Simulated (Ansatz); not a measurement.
Run this with Ansatz's Python interface and show what comes out.

`kconv_ptse2.py`:
```python
"""Convergence of PtSe2 with the k-point mesh."""

import csv

import ansatz
import numpy as np


def main() -> None:
    vectors = np.array([
        [3.724, 0.0, 0.0],
        [-1.862, 3.225079, 0.0],
        [0.0, 0.0, 5.062],
    ])
    structure = (
        ansatz.Lattice.of(vectors)
        .atom("Pt", (0.0, 0.0, 0.0))
        .atom("Se", (1 / 3, 2 / 3, 0.25))
        .atom("Se", (2 / 3, 1 / 3, 0.75))
    )

    base = (
        structure.calculation()
        .functional(ansatz.Functional.PBESOL)
        .pseudopotentials("paw")
        .basis(450)  # a bare number is in eV
        .occupations("cold", width=0.05)
        .forces()  # eV per angstrom
        .stress()  # GPa
    )

    rows = []
    for value in [1.0, 0.6, 0.4, 0.3]:
        summary = base.kpoints(spacing=value).run().report
        rows.append((value, summary["free_energy_ev"] / len(summary["lattice"]["sites"]), summary["n_iterations"], sum(summary["stress_gpa"][i][i] for i in range(3)) / 3, max(abs(f) for row in summary["forces_ev_ang"] for f in row), summary["n_kpoints"]))

    with open("kconv.csv", "w", newline="") as handle:
        writer = csv.writer(handle)
        writer.writerow(["spacing (1/A)", "F/atom (eV)", "iterations", "P (GPa)", "max component (eV/A)", "k-points"])
        writer.writerows([round(v, 5) if isinstance(v, float) else v for v in row] for row in rows)

    # differences from the last row
    for row in rows[:-1]:
        shift = 1000 * (row[1] - rows[-1][1])
        print(f"{row[0]}: {shift:+.2f} meV/atom" + ("  (within 2 meV)" if abs(shift) < 2 else ""))


if __name__ == "__main__":
    main()
```

`python kconv_ptse2.py` gives:
```text
RunWarning: on these k-points the computed levels leave a gap of 0.0896 eV at the electron count, 1.8 widths of the cold smearing (0.0500 eV); against the step filling of these same bands (every level under the gap full, every level over it empty) smearing changes F+E_penalty+E_count by +0.706 meV and its σ→0 estimate [...]
1.0: -75.77 meV/atom
0.6: -19.50 meV/atom
0.4: -3.48 meV/atom
```
(Warnings from the package without file and line, shortened.)

It writes `kconv.csv`:
```csv
spacing (1/A),F/atom (eV),iterations,P (GPa),max component (eV/A),k-points
1.0,-7744.55968,7,0.86142,1.40101,4
0.6,-7744.50341,6,1.787,0.2348,9
0.4,-7744.48739,6,2.0333,0.22534,17
0.3,-7744.48391,7,2.10992,0.36462,32
```

Notes:
- Of the deposited cell: the entry's cell lengths or inner coordinates differ somewhat from later room-temperature determinations.
- Pressure is positive in compression.
- Spin-orbit coupling, which matters for elements this heavy, is left out.
- The structure is a deposited one; some such entries were measured under pressure or heat, so a shift against it needn't be the functional's error alone.
- Shifts are counted from the finest mesh, which is itself no proven limit.
- It ran for 9.3 s on 1 thread of Intel(R) Xeon(R) Processor @ 2.30GHz (shared host), peak memory 0.56 GiB.
